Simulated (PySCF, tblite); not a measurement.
# C₇H₁₂F₂: geometry, infrared bands and NMR shifts

Aim: predict the infrared bands and NMR shifts of C₇H₁₂F₂ (`C[C@@H]1C[C@H](F)CC[C@H]1F`).

Programs: tblite 0.8.0 and PySCF 2.14.0, with density-fitted response routines of our own. Each step states its level of theory. These are calculated values for one molecule in the gas phase, unless marked as measured. Atoms count from 0, in the outputs and in this text.

**1. The starting structure**

21 atoms, charge 0, multiplicity 1; geometry from: force field or distance geometry start.

Bonds of the start (Å): C0–C1 1.52, C1–C2 1.51, C2–C3 1.54, C3–F4 1.37, C3–C5 1.53, C5–C6 1.52, C6–C7 1.53, C7–F8 1.38, C7–C1 1.52, C0–H9 1.10, C0–H10 1.10, C0–H11 1.12, C1–H12 1.08, C2–H13 1.10, C2–H14 1.12, C3–H15 1.10, C5–H16 1.08, C5–H17 1.12, C6–H18 1.10, C6–H19 1.11, C7–H20 1.11.

**2. Relaxing the molecule with GFN2-xTB**

What the job is given:

```
{"job": {"kind": "relax", "xc": "GFN2-xTB", "basis": "xTB"}, "charge": 0, "multiplicity": 1}
C      2.318600    -0.562400    -0.141600
C      0.883000    -0.129300    -0.361800
C      0.496500     1.074500     0.459200
C     -0.874300     1.499200    -0.109500
F     -1.219700     2.723800     0.388800
C     -1.803100     0.383000     0.372000
C     -1.426200    -0.833100    -0.458800
C     -0.050900    -1.247300     0.076000
F      0.332200    -2.483600    -0.390700
H      2.670800    -0.278700     0.861400
H      2.929800    -0.082100    -0.912900
H      2.321100    -1.676100    -0.254200
H      0.665400     0.096300    -1.397300
H      1.222200     1.894400     0.426600
H      0.269900     0.763800     1.508500
H     -0.774100     1.496700    -1.200400
H     -2.855700     0.642900     0.337400
H     -1.468900     0.144400     1.411100
H     -1.367300    -0.513100    -1.505100
H     -2.151800    -1.660300    -0.288100
H     -0.126100    -1.236200     1.179000
```

Launch:

```sh
> OMP_NUM_THREADS=1 python probes_run.py task.json out
```

One launch serves the whole session: the jobs run in the order shown.

**Question.** This job is followed by: GFN2-xTB harmonic vibrations, gas phase; GIAO PBE0/pcSseg-1 NMR shielding, non-relativistic, gas phase. What will the session give for the following? strongest single infrared mode (GFN2-xTB); zero-point energy (GFN2-xTB); 13C shifts against TMS (PBE0/pcSseg-1); 1H shifts against TMS (PBE0/pcSseg-1, means over atoms taken as alike); 19F shifts against CFCl3 (PBE0/pcSseg-1).

**Answer**, as computed:

| quantity | value |
| --- | --- |
| strongest single infrared mode (GFN2-xTB) | 1042 cm⁻¹, 126 km/mol |
| zero-point energy (GFN2-xTB) | 112.4 kcal/mol |
| 13C shifts against TMS (PBE0/pcSseg-1) | 99.0, 93.9, 42.5, 39.8, 34.4, 33.4, 20.3 ppm |
| 1H shifts against TMS (PBE0/pcSseg-1, means over atoms taken as alike) | 4.67, 4.09, 2.19, 2.19, 2.11, 1.51, 1.49, 1.45, 1.18, 1.17 ppm |
| 19F shifts against CFCl3 (PBE0/pcSseg-1) | -205.2, -214.0 ppm |

What this shows: Over 62 steps the energy fell by 0.961 eV; of the close pairs, C0–H11 changed most, 1.119 to 1.087 Å. All 57 modes are real, so the xTB geometry is a minimum. The strongest single mode, at 1042 cm⁻¹, is spread over many atoms; the largest shares are those of C7, F8. GFN2-xTB is a fitted tight-binding method: band positions and strengths are rough. Its intensities can rank the bands wrongly. At PBE0/pcSseg-1: Shielding is most anisotropic at C3 (span 91 ppm, paramagnetic term -151 ppm).
